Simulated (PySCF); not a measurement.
# CH8Ge2S: the cost of one run

The runs use PySCF 2.14.0, with density-fitted response routines of our own; the level of theory stands in each step. All values are computed, except where a source is named. Atoms count from 0, in the outputs and in this text.

### 1 The starting structure

12 atoms, charge 0, multiplicity 1; geometry from: GFN2-xTB. The atoms were then displaced at random by about 0.01 Å, so the start is not that level's minimum.

Bonds of the start (Å): C0–Ge1 1.94, Ge1–S2 2.21, S2–Ge3 2.22, C0–H4 1.10, C0–H5 1.10, C0–H6 1.10, Ge1–H7 1.52, Ge1–H8 1.51, Ge3–H9 1.50, Ge3–H10 1.46, Ge3–H11 1.52.

### 2 Optimising the geometry at PBE0-D3(BJ)/def2-SVP

What the job is given:

```
{"job": {"xc": "PBE0", "basis": "def2-SVP", "d3": "d3bj", "grid": 1, "shake": 0.01, "kind": "geom"}, "charge": 0, "multiplicity": 1}
C     -1.805040     0.208970    -0.037810
Ge    -0.590950    -1.258770     0.324760
S      1.237050    -0.568750     1.358520
Ge     2.062970     0.825170    -0.153980
H     -1.371840     0.948620    -0.728670
H     -2.740970    -0.135310    -0.501330
H     -2.075440     0.744490     0.882080
H     -0.176550    -1.954510    -0.959830
H     -1.172030    -2.281940     1.276060
H      1.844420     0.276420    -1.531770
H      3.478040     1.005100     0.142840
H      1.350040     2.162240    -0.079890
```

Launch:

```bash
$ OMP_NUM_THREADS=1 python probes_run.py task.json out
```

The driver reads the jobs from task.json and runs them one after another.

Q: Estimate the wall time and peak memory of this first job on 1 thread of Intel Xeon Platinum 8259CL at 2.50GHz, shared host.

About 46 s, with a peak of 0.54 GiB.
